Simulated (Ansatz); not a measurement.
# LiSi16: the cost of one run

Method: DFT r2SCAN, plane waves, PAW, scalar-relativistic, no spin polarisation, in Ansatz 0.2.0.

**1. Starting point**

The cell holds 17 atoms (LiSi16): a = 7.679 Å, b = 7.679 Å, c = 7.679 Å, α = 60.00°, β = 60.00°, γ = 60.00°.

Its coordinates follow in the input file.

**2. End point A**

The input, input.yaml:

```yaml
crystal:
  lattice:
    - [0.0, 5.43, 5.43]
    - [5.43, 0.0, 5.43]
    - [5.43, 5.43, 0.0]
  atoms:
    - { symbol: Si, position: [0.0, 0.0, 0.0] }
    - { symbol: Si, position: [0.125, 0.125, 0.125] }
    - { symbol: Si, position: [0.0, 0.0, 0.5] }
    - { symbol: Si, position: [0.125, 0.125, 0.625] }
    - { symbol: Si, position: [0.0, 0.5, 0.0] }
    - { symbol: Si, position: [0.125, 0.625, 0.125] }
    - { symbol: Si, position: [0.0, 0.5, 0.5] }
    - { symbol: Si, position: [0.125, 0.625, 0.625] }
    - { symbol: Si, position: [0.5, 0.0, 0.0] }
    - { symbol: Si, position: [0.625, 0.125, 0.125] }
    - { symbol: Si, position: [0.5, 0.0, 0.5] }
    - { symbol: Si, position: [0.625, 0.125, 0.625] }
    - { symbol: Si, position: [0.5, 0.5, 0.0] }
    - { symbol: Si, position: [0.625, 0.625, 0.125] }
    - { symbol: Si, position: [0.5, 0.5, 0.5] }
    - { symbol: Si, position: [0.625, 0.625, 0.625] }
    - { symbol: Li, position: [0.7442226, 0.2461187, 0.2579117] }
total_charge: 1
basis:
  ecutwfc: 500.0
kpoints:
  mp_grid: { grid: [2, 2, 2] }
hamiltonian:
  xc: r2scan
scf:
  occupations: { method: gaussian, width: 0.05 }
  lower_state_search: "off"
relax:
  f_tol: 0.03
  max_steps: 60
  adjacent_minimum: "off"
output:
  write_density: true
  write_potential: true
  elf: true
  volumetric_format: npy
```

On the command line:

```bash
$ ansatz run input.yaml --threads 2 --pin off --max-ram 5120MiB --backend cpu --events-out ev --progress --plain --runs-dir out
```

Q: Estimate wall time and peak memory on 2 threads of Intel Xeon Platinum 8375C at 2.90GHz (Ice Lake), shared host.

About 66 s, with a peak of 1.7 GiB.
